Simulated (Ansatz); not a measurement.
**Te2Mo: how the settings move a relaxation**

How sensitive is a relaxation of Te2Mo to its settings? A reference run comes first, then one run with altered input.

Computed with Ansatz 0.2.0 (reference: DFT, LDA, PAW with Ansatz's default frozen-core files, scalar-relativistic; relaxation of cell and atoms, unless a step's input says otherwise).

### Step 1. Starting point

It takes space group P6_3/mmc (No. 194, hexagonal). Conventional cell: a = 3.518 Å, b = 3.518 Å, c = 13.974 Å, α = 90.00°, β = 90.00°, γ = 120.00°. Te (site symmetry 3m) has 3 Mo at 2.72 Å as nearest neighbours. Mo (site symmetry -6m2) has 6 Te at 2.72 Å as nearest neighbours.

Coordinates:

```cif
data_structure
_symmetry_space_group_name_H-M 'P 1'
_symmetry_Int_Tables_number 1
_cell_length_a 3.5182
_cell_length_b 3.5182
_cell_length_c 13.9736
_cell_angle_alpha 90.000
_cell_angle_beta 90.000
_cell_angle_gamma 120.000
_cell_volume 149.79
loop_
_atom_site_label
_atom_site_type_symbol
_atom_site_fract_x
_atom_site_fract_y
_atom_site_fract_z
_atom_site_occupancy
Te1 Te 0.33333 0.66667 0.62100 1
Te2 Te 0.66667 0.33333 0.12100 1
Te3 Te 0.33333 0.66667 0.87900 1
Te4 Te 0.66667 0.33333 0.37900 1
Mo1 Mo 0.33333 0.66667 0.25000 1
Mo2 Mo 0.66667 0.33333 0.75000 1
```

### Step 2. The reference run

File input.yaml:

```yaml
crystal:
  lattice:
    - [3.5182, 0.0, 0.0]
    - [-1.7591, 3.0468505756, 0.0]
    - [0.0, 0.0, 13.9736]
  atoms:
    - { symbol: Te, position: [0.333333333333, 0.666666666667, 0.621] }
    - { symbol: Te, position: [0.666666666667, 0.333333333333, 0.121] }
    - { symbol: Te, position: [0.333333333333, 0.666666666667, 0.879] }
    - { symbol: Te, position: [0.666666666667, 0.333333333333, 0.379] }
    - { symbol: Mo, position: [0.333333333333, 0.666666666667, 0.25] }
    - { symbol: Mo, position: [0.666666666667, 0.333333333333, 0.75] }
kpoints:
  mp_grid: { grid: [10, 10, 2] }
scf:
  occupations: { method: fermi_dirac, width: 0.05 }
hamiltonian:
  xc: lda
  pseudopotentials: { kind: paw }
relax:
  f_tol: 0.002
  max_steps: 80
  cell: {}
output:
  forces: true
  stress: true
  write_density: true
  write_potential: true
  elf: true
  volumetric_format: npy
```

The run is started by

```
$ ansatz run input.yaml --threads 2 --pin off --max-ram 6144MiB --backend cpu --events-out ev --progress --plain --runs-dir out
```

### Step 3. The same system, input altered

Changes to input.yaml since step 2:

```diff
@@ -13,5 +13,6 @@
 kpoints:
-  mp_grid: { grid: [10, 10, 2] }
+  mp_grid: { grid: [6, 6, 2] }
 scf:
-  occupations: { method: fermi_dirac, width: 0.05 }
+  occupations: { method: fixed }
+  n_extra_bands: 16
 hamiltonian:
@@ -30 +31,3 @@
   volumetric_format: npy
+basis:
+  xc_grid: 3
```

(Steps that only read results are left out.)

Before running it: what results should come out? Wanted: for each run, ending; energy change; pressure; gap; force.

The runs gave:

```csv
run,ending,energy change,pressure (GPa),gap (eV),force (eV/Å),cycles,time
reference,converged,0,0.0,0.64,0.00,45,41 s
"1: mp_grid.grid [6, 6, 2], occupations.method fixed, n_extra_bands 16, xc_grid 3",converged,0.0 meV/atom (σ→0),0.0,0.76,0.00,45,21 s
```

What this shows: Changing the k-point mesh, smearing, band count and numerical grids moves the energy by 0.0 meV/atom (σ→0 values), and the gap on the mesh goes from 0.64 to 0.76 eV and the final volume goes from 143.90 to 143.75 Å³. More than one kind of setting changed, and this run alone doesn't tell their shares apart. A gap read on a mesh depends on which points the mesh holds, and a coarse mesh shifts the density too. Cost: 21 s against 41 s. The gap of the reference lacks spin-orbit coupling, though the cell holds Te.

The gaps are Kohn-Sham values of a semilocal functional, not quasiparticle or optical gaps. Such gaps usually fall short of the measured ones; spin-orbit coupling, left out here, narrows gaps with Te, so the two errors partly cancel.
